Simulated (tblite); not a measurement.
# C4H11BOSi: the cost of one run

Computed with tblite 0.8.0 and PySCF 2.14.0, with density-fitted response routines of our own, on a single molecule in the gas phase. Atoms are numbered from 0 throughout.

## 1. The starting structure

18 atoms, charge 0, multiplicity 1; geometry from: force field or distance geometry start.

Bonds of the start (Å): C0–C1 1.35, C1–B2 1.57, B2–C3 1.57, C3–Si4 1.87, C3–O5 1.39, O5–C6 1.39, C0–H7 1.09, C0–H8 1.08, C1–H9 1.07, B2–H10 1.17, C3–H11 1.12, Si4–H12 1.47, Si4–H13 1.45, Si4–H14 1.47, C6–H15 1.10, C6–H16 1.11, C6–H17 1.11.

## 2. Relaxing the molecule with GFN2-xTB

The job: settings as JSON, then the geometry in Å.

```
{"job": {"kind": "relax", "xc": "GFN2-xTB", "basis": "xTB"}, "charge": 0, "multiplicity": 1}
C      3.052600    -0.865100    -0.107000
C      1.998700    -0.340200    -0.775200
B      0.943500     0.383800     0.132500
C     -0.606600     0.310300    -0.136200
Si    -1.190800     2.030800    -0.568800
O     -0.989400    -0.633300    -1.082700
C     -1.876100    -1.510000    -0.457400
H      3.045000    -0.717300     0.974400
H      3.856200    -1.395500    -0.602200
H      1.887200    -0.418300    -1.838000
H      1.334300     0.974800     1.068300
H     -1.127700     0.058500     0.823100
H     -0.782500     2.341400    -1.947200
H     -2.631700     2.111700    -0.387900
H     -0.559900     2.947600     0.395700
H     -2.247900    -2.308800    -1.122000
H     -2.755200    -0.969900    -0.037400
H     -1.358500    -1.994200     0.391700
```

Launch:

```sh
> OMP_NUM_THREADS=1 python probes_run.py task.json out
```

The driver reads the jobs from task.json and runs them one after another.

**Question.** How long does this first job take on 1 thread of Arm Neoverse N1, shared host, and how much memory does it need?

About 1.8 s, with a peak of 0.18 GiB.
